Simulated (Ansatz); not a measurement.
**CH₅FOSi₂: one species, many methods**

The task here is to estimate one member of a computed series from the others.

Method: functionals in def2-TZVPP, the program's frozen cores in correlated methods; program: Ansatz 0.2.0, Gaussian basis.

Plan: PBE-D4, r2SCAN-D4, PBE0-D4, B3LYP-D4, ωB97X-V, ωB97M-V, B2PLYP; CCSD(T)/def2-TZVPP; MP2/def2-QZVPP; extrapolation to the limit.

## The relaxed structure

All runs share one geometry, relaxed beforehand with PBE0-D4 in a triple-zeta def2 set.

SMILES `O=C[SiH](F)[SiH3]`, 10 atoms, charge 0, spin multiplicity 1.

Atoms are counted from 1 here; the program's logs count them from 0.

Bond lengths: O1–C2 1.206 Å, C2–Si3 1.921 Å, C2–H6 1.116 Å, Si3–F4 1.607 Å, Si3–Si5 2.344 Å, Si3–H7 1.486 Å, Si5–H8 1.485 Å, Si5–H9 1.486 Å, Si5–H10 1.486 Å. Angles: O1–C2–Si3 119.0°, O1–C2–H6 120.0°, Si3–C2–H6 121.0°, C2–Si3–F4 108.6°, C2–Si3–Si5 109.4°, C2–Si3–H7 107.0°, F4–Si3–Si5 110.8°, F4–Si3–H7 108.1°, Si5–Si3–H7 112.7°, Si3–Si5–H8 108.5°, Si3–Si5–H9 109.8°, Si3–Si5–H10 109.5°, H8–Si5–H9 109.8°, H8–Si5–H10 109.8°, H9–Si5–H10 109.4°.

Set-up of the first run:

in.yaml

```yaml
crystal:
  periodic: [false, false, false]
  atoms:
    - {symbol: O, position_ang: [-0.572571, 2.177161, 0.968256]}
    - {symbol: C, position_ang: [-0.340721, 1.115240, 1.491128]}
    - {symbol: Si, position_ang: [0.713221, -0.179984, 0.541658]}
    - {symbol: F, position_ang: [0.835324, -1.503313, 1.445817]}
    - {symbol: Si, position_ang: [-0.309793, -0.665206, -1.510661]}
    - {symbol: H, position_ang: [-0.742082, 0.894196, 2.508447]}
    - {symbol: H, position_ang: [2.072676, 0.398008, 0.381191]}
    - {symbol: H, position_ang: [-0.363604, 0.580910, -2.316687]}
    - {symbol: H, position_ang: [0.477565, -1.697862, -2.233762]}
    - {symbol: H, position_ang: [-1.686913, -1.170350, -1.272487]}
basis:
  gaussian: {orbitals: def2-TZVPP}
hamiltonian: {xc: pbe, dispersion: d4}
output: {forces: true, orbitals: {seedname: orbitals}}
```

Command:

```console
> ansatz run in.yaml --threads 4 --pin off --events-out ev --progress --plain --max-ram 10444MiB
```

Steps of the session up to this table: PBE-D4 (GGA); r2SCAN-D4 (meta-GGA); PBE0-D4 (hybrid); B3LYP-D4 (hybrid); ωB97X-V (range-separated); ωB97M-V (range-separated); B2PLYP (double hybrid); CCSD(T) in def2-TZVPP; MP2 in def2-QZVPP.

One of the session's tables, all rows but one given; the rest of the session is left out.

```
            method  atomisation energy (kJ/mol)
            PBE-D4                       3589.6
         r2SCAN-D4                       3547.2
           PBE0-D4                       3511.7
          B3LYP-D4                       3534.4
           ωB97X-V                       3564.3
           ωB97M-V                       3544.1
            B2PLYP                       3497.8
     HF/def2-TZVPP                       2563.3
    MP2/def2-TZVPP                            ?
   CCSD/def2-TZVPP                       3389.1
CCSD(T)/def2-TZVPP                       3444.1
           MP2/CBS                       3605.9
       CCSD(T)/CBS                       3547.7
```

Q: Estimate the row for MP2/def2-TZVPP from the others.

The run gave: atomisation energy (kJ/mol): 3502.3. In the column «atomisation energy (kJ/mol)» it lies between B2PLYP (3497.8) and PBE0-D4 (3511.7).

Limits of these values: Free atoms (1 O, 1 C, 2 Si, 1 F, 5 H) were run apart at each level; the atomisation energy is their sum less the molecule, without zero-point or spin-orbit terms.
